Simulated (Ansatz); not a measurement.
# C₂F₂GeN₂: a ladder of functionals and wavefunction methods

An exercise on one series of results from a longer session: the logs are not shown, and one member is left open.

Computed with Ansatz 0.2.0, Gaussian basis. Level: functionals in def2-TZVPP, the program's frozen cores in correlated methods.

Plan: LDA (SPW92), PBE-D4, revPBE-D4, BLYP-D4, r2SCAN-D4, B97M-V, PBE0-D4, B3LYP-D4, r2SCANh-D4, r2SCAN0-D4, HSE06-D4, BHLYP-D4, CAM-B3LYP-D4, LC-ωPBE, ωB97X-V, ωB97M-V, B2PLYP, PBE-QIDH; CCSD(T)/def2-SVP; CCSD(T)/def2-TZVPP; MP2/def2-QZVPP; extrapolation to the limit; RPA on PBE.

**Structure used throughout**

The geometry comes from an earlier relaxation with PBE0-D4 in a triple-zeta def2 set; it is a stationary point, not always the lowest conformer.

7 atoms, charge 0, spin multiplicity 1.

Atoms are counted from 1 here; the program's logs count them from 0.

Bond lengths: N1–C2 1.150 Å, C2–Ge3 1.894 Å, Ge3–F4 1.700 Å, Ge3–F5 1.700 Å, Ge3–C6 1.894 Å, C6–N7 1.150 Å. Angles: N1–C2–Ge3 179.0°, C2–Ge3–F4 109.0°, C2–Ge3–F5 109.0°, C2–Ge3–C6 112.8°, F4–Ge3–F5 107.8°, F4–Ge3–C6 109.0°, F5–Ge3–C6 109.0°, Ge3–C6–N7 179.0°.

Geometry (Å):

```xyz
7
charge 0, multiplicity 1
N     0.15191   -2.00176    1.94908
C     0.14097   -1.31464    1.02710
Ge    0.11420   -0.15764   -0.47204
F    -0.99945   -0.75124   -1.61048
F     1.65064   -0.15661   -1.19862
C    -0.35513    1.62004   -0.01778
N    -0.64184    2.69384    0.27723
```

The first run:

Contents of in.yaml:

```yaml
crystal:
  periodic: [false, false, false]
  atoms:
    - {symbol: N, position_ang: [0.151911, -2.001755, 1.949079]}
    - {symbol: C, position_ang: [0.140966, -1.314639, 1.027104]}
    - {symbol: Ge, position_ang: [0.114197, -0.157644, -0.472042]}
    - {symbol: F, position_ang: [-0.999445, -0.751237, -1.610475]}
    - {symbol: F, position_ang: [1.650645, -0.156610, -1.198621]}
    - {symbol: C, position_ang: [-0.355131, 1.620041, -0.017776]}
    - {symbol: N, position_ang: [-0.641843, 2.693844, 0.277232]}
basis:
  gaussian: {orbitals: def2-TZVPP}
hamiltonian: {xc: lda}
output: {orbitals: {seedname: orbitals}}
```

The run is started by

```sh
$ ansatz run in.yaml --threads 4 --pin off --events-out ev --progress --plain --max-ram 10444MiB
```

Steps of the session up to this table: LDA; PBE-D4 (GGA); revPBE-D4 (GGA); BLYP-D4 (GGA); r2SCAN-D4 (meta-GGA); B97M-V (meta-GGA); B3LYP-D4 (hybrid); r2SCANh-D4 (hybrid); r2SCAN0-D4 (hybrid); HSE06-D4 (hybrid); BHLYP-D4 (hybrid); CAM-B3LYP-D4 (range-separated); LC-ωPBE (range-separated); ωB97X-V (range-separated); ωB97M-V (range-separated); B2PLYP (double hybrid); PBE-QIDH (double hybrid).

One table of the session follows, with a row left open; its other results are not shown here.

It belongs to the step «Frontier levels by functional». 

```
  functional  HOMO (eV)  LUMO (eV)  gap (eV)
 LDA (SPW92)      -9.76      -3.79      5.97
      PBE-D4      -9.59      -3.46      6.14
   revPBE-D4      -9.52      -3.32      6.20
     BLYP-D4      -9.51      -3.33      6.18
   r2SCAN-D4     -10.06      -3.32      6.74
      B97M-V     -10.08      -3.22      6.85
     PBE0-D4     -11.24      -2.55      8.69
    B3LYP-D4     -10.96      -2.78      8.18
  r2SCANh-D4     -10.66      -2.98      7.68
  r2SCAN0-D4     -11.47      -2.48      9.00
    HSE06-D4     -10.83      -2.93      7.90
    BHLYP-D4     -12.49      -1.56     10.93
CAM-B3LYP-D4          ?          ?         ?
     LC-ωPBE     -14.20      -0.23     13.97
     ωB97X-V     -13.72      -0.32     13.40
     ωB97M-V     -13.59      -0.42     13.17
```

Estimate the missing values for CAM-B3LYP-D4.

**Answer.** HOMO (eV): -12.70; LUMO (eV): -1.46; gap (eV): 11.24. In the column «HOMO (eV)» it lies between ωB97M-V (-13.59) and BHLYP-D4 (-12.49).
